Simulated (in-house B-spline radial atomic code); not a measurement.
**Re⁴⁺: ionisation energy by several methods**

The task here is to estimate one member of a computed series from the others.

The numbers are computed with in-house B-spline radial atomic code version 1 (scalar-relativistic (X2C), several functionals, spin-polarised; spherical all-electron atom at the radial basis limit), except any that are marked as measured or tabulated.

### The atom as given

- element: rhenium (Z = 75)
- charge: +4
- electrons: 71
- configuration: [Xe] 4f14 5d3
- nucleus: Fermi, rms radius 5.370 fm

Outer shells as boxes (Hund's rule):

[Xe] 4f14 5d3
```
[Xe] core
4f [↑↓][↑↓][↑↓][↑↓][↑↓][↑↓][↑↓]
5d [↑ ][↑ ][↑ ][  ][  ]
```

Where spins are not typed, each open shell is filled with up spins first.

Set-up of the first run:

The run's settings:

```ini
Z = 75
electrons = 71.0
configuration = [Xe] 4f14 5d3
hamiltonian = x2c
method = lda,vwn
spin_polarised = True
nucleus = fermi
rms_radius = 5.3698
mass_number = 187
atomic_mass = 186.955752217
speed_of_light = 137.035999084
```

Among the steps run: LDA (VWN5); Hartree-Fock; LDA (PW92); exchange-only LDA; SCAN, a meta-GGA; PBEsol, a GGA.

One table of the session follows, with a row left open; its other results are not shown here.

| method | ΔSCF (eV) |
| --- | --- |
| LDA (VWN5) | 53.790 |
| LDA (PW92) | 53.779 |
| exchange-only LDA | 52.457 |
| PBEsol | ? |
| SCAN | 53.643 |
| Hartree-Fock | 52.558 |

**Question.** Estimate the row for PBEsol.

As computed: ΔSCF (eV): 53.609. In the column «ΔSCF (eV)» it lies between Hartree-Fock (52.558) and SCAN (53.643).

Members of this set that are not shown: 12 used exact exchange with fractional occupations of an open shell, which is unsound here.
